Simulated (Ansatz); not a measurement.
# TiSi3Ni3Sn: the cost of one run

Method: DFT PBE, scalar-relativistic, plane waves, PAW, in Ansatz 0.2.0.

### Step 1. Starting point

The cell holds 16 atoms (Ni6Si6Sn2Ti2): a = 6.248 Å, b = 6.323 Å, c = 6.435 Å, α = 90.67°, β = 89.37°, γ = 91.20°.

It is the last frame of an earlier stage of the same melt, run at 1660 K.

As a file:

```
Si Ni Sn Ti
1.0
     6.24797   -0.06555    0.03465
    -0.06555    6.32279   -0.03729
     0.03465   -0.03729    6.43520
Si Ni Sn Ti
6 6 2 2
Direct
  0.57449 0.87019 0.38126
  0.33505 0.79151 0.69334
  0.82141 0.31747 0.92509
  0.98401 0.17996 0.60063
  0.26814 0.15452 0.33657
  0.14401 0.84484 0.05438
  0.99083 0.58208 0.79204
  0.54393 0.17603 0.12071
  0.40686 0.49655 0.40962
  0.88751 0.10426 0.22556
  0.09544 0.83700 0.42383
  0.19722 0.16202 0.87605
  0.83884 0.52740 0.37319
  0.38484 0.51083 0.95060
  0.72157 0.80616 0.97474
  0.55371 0.15465 0.64355
```

### Step 2. Dynamics at 920 K

One k point, a Fermi-Dirac width of 0.079 eV and a fixed cell.

Contents of input.yaml:

```yaml
crystal:
  lattice:
    - [6.247967, -0.065545, 0.034649]
    - [-0.065545, 6.322786, -0.037293]
    - [0.034649, -0.037293, 6.435201]
  atoms:
    - { symbol: Si, position: [0.5744908731, 0.8701925227, 0.3812612144] }
    - { symbol: Si, position: [0.3350542718, 0.7915103181, 0.6933410194] }
    - { symbol: Si, position: [0.8214076984, 0.3174659757, 0.9250876803] }
    - { symbol: Si, position: [0.9840139673, 0.17995648, 0.6006327606] }
    - { symbol: Si, position: [0.2681418383, 0.1545244353, 0.3365731785] }
    - { symbol: Si, position: [0.1440127904, 0.8448388072, 0.0543756418] }
    - { symbol: Ni, position: [0.9908308285, 0.5820813036, 0.7920355694] }
    - { symbol: Ni, position: [0.5439291243, 0.1760259946, 0.1207122768] }
    - { symbol: Ni, position: [0.4068628628, 0.4965549079, 0.409624439] }
    - { symbol: Ni, position: [0.8875125547, 0.1042569393, 0.2255550061] }
    - { symbol: Ni, position: [0.0954357961, 0.8370005649, 0.4238294828] }
    - { symbol: Ni, position: [0.1972223863, 0.1620198611, 0.8760518324] }
    - { symbol: Sn, position: [0.8388358123, 0.5273964991, 0.3731859912] }
    - { symbol: Sn, position: [0.3848364669, 0.5108347953, 0.9505994372] }
    - { symbol: Ti, position: [0.7215678755, 0.8061602003, 0.9747438395] }
    - { symbol: Ti, position: [0.5537139135, 0.1546527563, 0.643546905] }
  symmetry: { detect: false }
basis:
  ecutwfc: 420
  xc_grid: 1
kpoints:
  mp_grid: { grid: [1, 1, 1], shift: [0.25, 0.25, 0.25] }
hamiltonian:
  xc: pbe
scf:
  occupations: { method: fermi_dirac, width: 0.0793 }
  lower_state_search: "off"
  convergence: { dr2_threshold: 1.0e-05 }
output:
  forces: true
  stress: true
md:
  timestep: 3.0
  n_steps: 123
  ensemble: nvt_langevin
  friction: 0.03
  temperature: 920.0
  initial_velocities: maxwell_boltzmann
  seed: 28793
```

Started as:

```bash
ansatz run input.yaml --threads 2 --pin off --max-ram 5120MiB --backend cpu --events-out ev --progress --plain --runs-dir out
```

Q: Estimate wall time and peak memory on 2 threads of Arm Neoverse V1, shared host.

About 3.9 min, with a peak of 0.51 GiB.
